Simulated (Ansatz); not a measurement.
# AlH3O: the cost of one run

Computed with Ansatz 0.2.0, Gaussian basis. Level: PBE0-D4/def2-TZVP structures, single points in def2-TZVPP, no counterpoise correction.

Levels: SPW92, PBE-D4, BLYP-D4, r2SCAN-D4, B97M-V, PBE0-D4, B3LYP-D4, r2SCAN0-D4, BHLYP-D4, CAM-B3LYP-D4, wB97X-V, wB97M-V, B2PLYP, PBE-QIDH, RPA on PBE, Hartree-Fock, MP2, CCSD, CCSD(T).

Correlated methods freeze the cores. B3LYP uses VWN-RPA correlation. B2PLYP carries no dispersion term here.

114 further runs of the same task are left out: 1 that didn't finish, 113 set aside as unsound or not needed.

### 1 Where the work starts

The complex: 12 atoms, charge 0, spin multiplicity 1.

Atoms are counted from 1 here; the program's logs count them from 0.

Bond lengths: Al1–O2 1.762 Å, Al1–H3 1.601 Å, Al1–H4 1.597 Å, Al1–N6 2.023 Å, O2–H9 0.956 Å, H5–N6 1.034 Å, N6–H10 1.014 Å, N6–H11 1.014 Å, H7–O8 0.987 Å, O8–H12 0.959 Å. Angles: O2–Al1–H3 114.0°, O2–Al1–H4 114.2°, O2–Al1–N6 98.2°, H3–Al1–H4 120.4°, H3–Al1–N6 104.8°, H4–Al1–N6 100.9°, Al1–O2–H9 119.6°, Al1–N6–H5 106.3°, Al1–N6–H10 112.6°, Al1–N6–H11 113.1°, H5–N6–H10 108.9°, H5–N6–H11 107.8°, H10–N6–H11 107.9°, H7–O8–H12 106.5°.

As a file:

```xyz
12
charge 0, multiplicity 1
Al    0.20009   -1.35476    0.29927
O     0.70898   -0.66294   -1.23890
H    -0.83598   -2.56631    0.15577
H     1.34857   -1.40155    1.40809
H    -0.50570    1.04997    0.53505
N    -0.91043    0.20029    0.96350
H     0.63523    1.05021   -1.17131
O     0.39691    1.93789   -0.81049
H     0.51341   -1.12516   -2.05212
H    -0.88299    0.29555    1.97273
H    -1.88326    0.14403    0.68168
H     1.21526    2.43289   -0.74328
```

Its parts: AlH₃O holds atoms 1, 2, 3, 4, 9; NH₃ holds atoms 5, 6, 10, 11; H₂O holds atoms 7, 8, 12. Each part counts its atoms afresh in its own runs.

### 2 Relaxing AlH₃O alone

File relax-a/in.yaml:

```yaml
crystal:
  periodic: [false, false, false]
  atoms:
    - {symbol: Al, position_ang: [0.200086, -1.354762, 0.299273]}
    - {symbol: O, position_ang: [0.708977, -0.662939, -1.238905]}
    - {symbol: H, position_ang: [-0.835980, -2.566309, 0.155775]}
    - {symbol: H, position_ang: [1.348574, -1.401545, 1.408088]}
    - {symbol: H, position_ang: [0.513412, -1.125164, -2.052119]}
basis:
  gaussian: {orbitals: def2-TZVP}
hamiltonian: {xc: pbe0, dispersion: d4}
relax: {f_tol: 0.005, max_steps: 200}
```

On the command line:

```
$ ansatz run in.yaml --threads 4 --pin off --events-out ev --progress --plain --max-ram 9574MiB
```

**Question.** How long does this run take on 4 threads of AMD EPYC 9R45, shared host?

About 1.6 s.
